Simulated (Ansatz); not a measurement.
# SiH4Se2: small, medium and large basis sets

Aim: see how fast density functionals converge with the basis set for SiH4Se2.

Program: Ansatz 0.2.0, Gaussian basis. Level of theory: one geometry, several basis sets. These are calculated values, not measurements.

Plan: PBE0-D4/def2-SVP; ωB97M-V/def2-SVP; PBE0-D4/def2-QZVPP; ωB97M-V/def2-QZVPP; the functionals' def2-TZVPP values are taken from earlier runs.

### Step 1. Structure used throughout

An earlier PBE0-D4 in a triple-zeta def2 set relaxation fixed the geometry.

SMILES `[SeH][SiH2][SeH]`, 7 atoms, charge 0, spin multiplicity 1.

Atoms are counted from 1 here; the program's logs count them from 0.

Bond lengths: Se1–Si2 2.274 Å, Se1–H4 1.469 Å, Si2–Se3 2.274 Å, Si2–H5 1.483 Å, Si2–H6 1.483 Å, Se3–H7 1.469 Å. Angles: Si2–Se1–H4 92.9°, Se1–Si2–Se3 114.3°, Se1–Si2–H5 112.6°, Se1–Si2–H6 103.5°, Se3–Si2–H5 103.5°, Se3–Si2–H6 112.6°, H5–Si2–H6 110.5°, Si2–Se3–H7 92.9°.

### Step 2. PBE0-D4 in def2-SVP

Input file in.yaml:

```yaml
crystal:
  periodic: [false, false, false]
  atoms:
    - {symbol: Se, position_ang: [-1.925444, -0.265633, 0.386956]}
    - {symbol: Si, position_ang: [0.142746, 0.639762, 0.117253]}
    - {symbol: Se, position_ang: [1.721180, -0.828911, -0.604861]}
    - {symbol: H, position_ang: [-1.971673, -0.761172, -0.994971]}
    - {symbol: H, position_ang: [0.166389, 1.708017, -0.910452]}
    - {symbol: H, position_ang: [0.454611, 1.197793, 1.454880]}
    - {symbol: H, position_ang: [1.473391, -1.757956, 0.505495]}
basis:
  gaussian: {orbitals: def2-SVP}
hamiltonian: {xc: pbe0, dispersion: d4}
output: {orbitals: {seedname: orbitals}}
```

On the command line:

```bash
ansatz run in.yaml --threads 4 --pin off --events-out ev --progress --plain --max-ram 10444MiB
```

Further steps of the session: ωB97M-V in def2-SVP; PBE0-D4 in def2-QZVPP; ωB97M-V in def2-QZVPP.

Before running them: what should the planned runs give, taken together? Wanted: PBE0-D4: double and triple zeta above quadruple; ωB97M-V: double and triple zeta above quadruple.

As calculated:

| quantity | value |
| --- | --- |
| PBE0-D4: double and triple zeta above quadruple | 21.90, 3.02 eV |
| ωB97M-V: double and triple zeta above quadruple | 21.77, 2.92 eV |

In words: PBE0-D4 gains 18.88 eV from double to triple zeta, then 3.02 eV more. Total energies overstate the basis error of differences, where much of it tends to cancel. The LUMO of ωB97M-V is positive and keeps falling with the basis (1.68 to 1.06 eV): an unbound level that the basis holds in place.
